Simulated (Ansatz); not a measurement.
**CH₇GeN: small, medium and large basis sets**

One table from this session's results is given with a row withheld; the runs are named, their logs left out.

Method: one geometry, several basis sets; program: Ansatz 0.2.0, Gaussian basis.

Plan: PBE0-D4/def2-SVP; ωB97M-V/def2-SVP; PBE0-D4/def2-QZVPP; ωB97M-V/def2-QZVPP; the functionals' def2-TZVPP values are taken from earlier runs.

**The relaxed structure**

The geometry comes from an earlier relaxation with PBE0-D4 in a triple-zeta def2 set; it is a stationary point, not always the lowest conformer.

SMILES `N[CH2][GeH3]`, 10 atoms, charge 0, spin multiplicity 1.

Atoms are counted from 1 here; the program's logs count them from 0.

Bond lengths: N1–C2 1.455 Å, N1–H4 1.012 Å, N1–H5 1.013 Å, C2–Ge3 1.966 Å, C2–H6 1.100 Å, C2–H7 1.093 Å, Ge3–H8 1.542 Å, Ge3–H9 1.536 Å, Ge3–H10 1.540 Å. Angles: C2–N1–H4 111.0°, C2–N1–H5 111.1°, H4–N1–H5 107.0°, N1–C2–Ge3 109.9°, N1–C2–H6 115.2°, N1–C2–H7 109.0°, Ge3–C2–H6 108.8°, Ge3–C2–H7 106.8°, H6–C2–H7 106.8°, C2–Ge3–H8 108.9°, C2–Ge3–H9 110.6°, C2–Ge3–H10 110.4°, H8–Ge3–H9 108.8°, H8–Ge3–H10 108.6°, H9–Ge3–H10 109.5°.

The first run:

File in.yaml:

```yaml
crystal:
  periodic: [false, false, false]
  atoms:
    - {symbol: N, position_ang: [-1.382759, 0.339467, -0.552582]}
    - {symbol: C, position_ang: [0.027378, 0.644874, -0.365238]}
    - {symbol: Ge, position_ang: [0.846779, -0.687204, 0.825524]}
    - {symbol: H, position_ang: [-1.501895, -0.547242, -1.025662]}
    - {symbol: H, position_ang: [-1.836099, 1.043183, -1.122535]}
    - {symbol: H, position_ang: [0.619881, 0.706325, -1.289927]}
    - {symbol: H, position_ang: [0.117863, 1.613290, 0.134040]}
    - {symbol: H, position_ang: [0.566733, -2.096815, 0.267027]}
    - {symbol: H, position_ang: [0.253695, -0.587241, 2.239208]}
    - {symbol: H, position_ang: [2.371524, -0.479834, 0.893046]}
basis:
  gaussian: {orbitals: def2-SVP}
hamiltonian: {xc: pbe0, dispersion: d4}
output: {orbitals: {seedname: orbitals}}
```

Run with:

```bash
ansatz run in.yaml --threads 2 --pin off --events-out ev --progress --plain --max-ram 4352MiB
```

Among the steps run: PBE0-D4 in def2-SVP; ωB97M-V in def2-SVP; PBE0-D4 in def2-QZVPP; ωB97M-V in def2-QZVPP.

One table of the session follows, with a row left open; its other results are not shown here.

It belongs to the step «Density functionals: the series». 

```
functional       basis  HOMO (eV)  LUMO (eV)
   PBE0-D4    def2-SVP      -6.64       1.25
   PBE0-D4  def2-TZVPP      -6.90       0.73
   PBE0-D4  def2-QZVPP      -6.95       0.39
   ωB97M-V    def2-SVP          ?          ?
   ωB97M-V  def2-TZVPP      -9.28       2.21
   ωB97M-V  def2-QZVPP      -9.32       1.64
```

Estimate the missing values for ωB97M-V, def2-SVP.

**Answer.** HOMO (eV): -9.01; LUMO (eV): 2.97. In the column «HOMO (eV)» it lies between ωB97M-V, def2-TZVPP (-9.28) and PBE0-D4, def2-QZVPP (-6.95).
